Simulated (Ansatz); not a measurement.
**CH5AlFNS: a ladder of functionals and wavefunction methods**

An exercise on one series of results from a longer session: the logs are not shown, and one member is left open.

Computed with Ansatz 0.2.0, Gaussian basis. Level: functionals in def2-TZVPP, the program's frozen cores in correlated methods.

Plan: PBE-D4, r2SCAN-D4, PBE0-D4, B3LYP-D4, ωB97X-V, ωB97M-V, B2PLYP; CCSD(T)/def2-TZVPP; MP2/def2-QZVPP; extrapolation to the limit.

## The geometry

An earlier PBE0-D4 in a triple-zeta def2 set relaxation fixed the geometry.

SMILES `FC[NH][AlH][SH]`, 10 atoms, charge 0, spin multiplicity 1.

Atoms are counted from 1 here; the program's logs count them from 0.

Bond lengths: F1–C2 1.400 Å, C2–N3 1.407 Å, C2–H6 1.094 Å, C2–H7 1.094 Å, N3–Al4 1.779 Å, N3–H8 1.010 Å, Al4–S5 2.182 Å, Al4–H9 1.575 Å, S5–H10 1.344 Å. Angles: F1–C2–N3 112.0°, F1–C2–H6 105.6°, F1–C2–H7 106.2°, N3–C2–H6 112.4°, N3–C2–H7 110.6°, H6–C2–H7 109.8°, C2–N3–Al4 125.3°, C2–N3–H8 112.6°, Al4–N3–H8 121.5°, N3–Al4–S5 117.0°, N3–Al4–H9 119.5°, S5–Al4–H9 123.5°, Al4–S5–H10 92.3°.

Set-up of the first run:

Input file in.yaml:

```yaml
crystal:
  periodic: [false, false, false]
  atoms:
    - {symbol: F, position_ang: [-0.976025, -2.188128, 0.840906]}
    - {symbol: C, position_ang: [0.246488, -1.630843, 0.447780]}
    - {symbol: N, position_ang: [0.073209, -0.559990, -0.449016]}
    - {symbol: Al, position_ang: [-0.028294, 1.156707, 0.007844]}
    - {symbol: S, position_ang: [-0.535874, 2.572373, -1.572505]}
    - {symbol: H, position_ang: [0.817420, -2.454336, 0.008545]}
    - {symbol: H, position_ang: [0.734602, -1.288923, 1.364848]}
    - {symbol: H, position_ang: [-0.142332, -0.870039, -1.385418]}
    - {symbol: H, position_ang: [0.303344, 1.587340, 1.485834]}
    - {symbol: H, position_ang: [-0.409336, 3.624639, -0.746016]}
basis:
  gaussian: {orbitals: def2-TZVPP}
hamiltonian: {xc: pbe, dispersion: d4}
output: {forces: true, orbitals: {seedname: orbitals}}
```

Started as:

```bash
> ansatz run in.yaml --threads 4 --pin off --events-out ev --progress --plain --max-ram 10444MiB
```

Among the steps run: PBE-D4 (GGA); r2SCAN-D4 (meta-GGA); PBE0-D4 (hybrid); B3LYP-D4 (hybrid); ωB97X-V (range-separated); ωB97M-V (range-separated); B2PLYP (double hybrid); CCSD(T) in def2-TZVPP; MP2 in def2-QZVPP.

One of the session's tables, all rows but one given; the rest of the session is left out.

It belongs to the step «Atomisation energies». 

```
            method  atomisation energy (kJ/mol)
            PBE-D4                       3493.8
         r2SCAN-D4                       3432.9
           PBE0-D4                            ?
          B3LYP-D4                       3422.8
           ωB97X-V                       3449.6
           ωB97M-V                       3446.7
            B2PLYP                       3384.4
     HF/def2-TZVPP                       2409.6
    MP2/def2-TZVPP                       3386.7
   CCSD/def2-TZVPP                       3269.0
CCSD(T)/def2-TZVPP                       3325.0
           MP2/CBS                       3492.3
       CCSD(T)/CBS                       3430.6
```

Estimate the missing values for PBE0-D4.

As computed: atomisation energy (kJ/mol): 3419.1. In the column «atomisation energy (kJ/mol)» it lies between MP2/def2-TZVPP (3386.7) and B3LYP-D4 (3422.8).
